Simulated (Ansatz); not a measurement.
# BFH8SSi3: the cost of one run

All numbers below are computed with Ansatz 0.2.0 (RKS PBE/STO-3G).

## Step 1: The structure to begin with

Bond lengths: B1–Si2 1.972 Å, Si2–F3 1.659 Å, Si2–Si4 2.204 Å, Si4–Si5 2.206 Å, Si5–S6 2.164 Å, B1–H7 1.133 Å, B1–H8 1.191 Å, Si2–H9 1.508 Å, Si4–H10 1.419 Å, Si4–H11 1.554 Å, Si5–H12 1.492 Å, Si5–H13 1.515 Å, S6–H14 1.400 Å. Angles (14 of 22 angles, heavy atoms first): B1–Si2–F3 108.3°, B1–Si2–Si4 111.5°, F3–Si2–Si4 106.9°, Si2–Si4–Si5 111.1°, Si4–Si5–S6 110.7°, B1–Si2–H9 110.4°, F3–Si2–H9 108.8°, Si4–Si2–H9 110.8°, Si2–B1–H7 120.5°, Si2–B1–H8 115.4°, Si2–Si4–H10 111.8°, Si2–Si4–H11 107.2°, Si5–Si4–H10 111.1°, Si5–Si4–H11 107.0°.

Coordinates:

```xyz
14

B     0.5159   -2.9822   -0.1981
Si    0.5743   -1.1172    0.4404
F     2.1609   -0.6367    0.5007
Si   -0.4565    0.2459   -0.9518
Si   -0.3470    2.3326   -0.2447
S    -1.1863    2.5106    1.7417
H     1.0199   -3.8074    0.3916
H    -0.0865   -3.1574   -1.2104
H    -0.0158   -1.0166    1.8241
H     0.0465    0.1283   -2.2735
H    -1.9581   -0.1532   -0.9599
H     1.0898    2.7287   -0.1712
H    -1.1249    3.2594   -1.1570
H    -0.2452    1.6362    2.2970
```

## Step 2: Preparing the start

input.yaml

```yaml
crystal:
  periodic: [false, false, false]
  atoms:
    - { symbol: B, position_ang: [0.5159, -2.9822, -0.1981] }
    - { symbol: Si, position_ang: [0.5743, -1.1172, 0.4404] }
    - { symbol: F, position_ang: [2.1609, -0.6367, 0.5007] }
    - { symbol: Si, position_ang: [-0.4565, 0.2459, -0.9518] }
    - { symbol: Si, position_ang: [-0.347, 2.3326, -0.2447] }
    - { symbol: S, position_ang: [-1.1863, 2.5106, 1.7417] }
    - { symbol: H, position_ang: [1.0199, -3.8074, 0.3916] }
    - { symbol: H, position_ang: [-0.0865, -3.1574, -1.2104] }
    - { symbol: H, position_ang: [-0.0158, -1.0166, 1.8241] }
    - { symbol: H, position_ang: [0.0465, 0.1283, -2.2735] }
    - { symbol: H, position_ang: [-1.9581, -0.1532, -0.9599] }
    - { symbol: H, position_ang: [1.0898, 2.7287, -0.1712] }
    - { symbol: H, position_ang: [-1.1249, 3.2594, -1.157] }
    - { symbol: H, position_ang: [-0.2452, 1.6362, 2.297] }
basis:
  gaussian: { orbitals: STO-3G }
hamiltonian:
  xc: pbe
relax:
  f_tol: 0.02
  max_steps: 40
scf:
  lower_state_search: "off"
```

Run with:

```console
ansatz run input.yaml --threads 1 --pin off --max-ram 2048MiB --backend cpu --events-out ev --progress --plain --runs-dir out
```

**Question.** How long does this run take on 1 thread of an Arm CPU, shared host, and how much memory does it need?

About 60 s, with a peak of 0.14 GiB.
